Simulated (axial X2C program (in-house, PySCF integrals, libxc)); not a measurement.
# Linear ClGeCl⁻ at several levels

The task here is to estimate one member of a computed series from the others.

Method: all-electron X2C, two-component (2c) or spin-free, Cl dyall-av3z, Ge dyall-v3z; program: an in-house X2C program for linear molecules on PySCF integrals.

All values are calculated.

2 further runs of the same task are left out: 2 set aside as unsound or not needed.

The first run:

The input, task.json:

```json
{
 "zs": [
  17,
  32,
  17
 ],
 "q": -1,
 "bas": [
  "dyall-av3z",
  "dyall-v3z",
  "dyall-av3z"
 ],
 "r0": [
  2.2,
  2.2
 ],
 "symm": 1,
 "scan": [
  "PBE0",
  "HF",
  "TPSSh"
 ],
 "levels": [
  "PBE0",
  "HF",
  "LDA"
 ],
 "nst": 2
}
```

Keys: zs atomic numbers; q charge; bas basis sets; r0 starting distance in Å; symm equal bonds; scan levels of the two-bond scan (MP2 follows by itself at each HF point); levels methods; nst determinants followed.

Run with:

```sh
> python solin.py task.json out
```

Masses Cl 34.969, Ge 73.921, Cl 34.969 u.

Among the steps run: Scan at PBE0, 2c; Scan at HF, 2c; Scan at TPSSh, 2c.

One table of the session follows, with a row left open; its other results are not shown here.

| level | r(Cl–Ge) (Å) | r(Ge–Cl) (Å) | lower stretch (cm⁻¹) | upper stretch (cm⁻¹) |
| --- | --- | --- | --- | --- |
| PBE0, 2c | ? | ? | ? | ? |
| HF, 2c | 2.606 | 2.606 | 96.6 | 204.2 |
| TPSSh, 2c | 2.525 | 2.525 | 184.6 | 212.1 |
| MP2, 2c | 2.509 | 2.509 | 179.2 | 215.4 |
| PBE0, spin-free | 2.516 | 2.516 | 181.9 | 213.5 |
| HF, spin-free | 2.605 | 2.605 | 96.8 | 204.5 |
| TPSSh, spin-free | 2.523 | 2.523 | 184.9 | 212.3 |
| MP2, spin-free | 2.507 | 2.507 | 179.4 | 215.7 |

Q: Estimate the row for PBE0, 2c from the others.

As computed: r(Cl–Ge) (Å): 2.517; r(Ge–Cl) (Å): 2.517; lower stretch (cm⁻¹): 181.6; upper stretch (cm⁻¹): 213.2. In the column «r(Cl–Ge) (Å)» it lies between PBE0, spin-free (2.516) and TPSSh, spin-free (2.523).

Scans not shown above were run alike.

To keep in mind: For an anion the highest level of a functional can be positive, and the basis then holds the extra electron. The molecule was held linear; bending was not examined, so a bent shape may lie lower. Note: functional without a current term on a determinant with orbital currents, of the molecule or an atom.
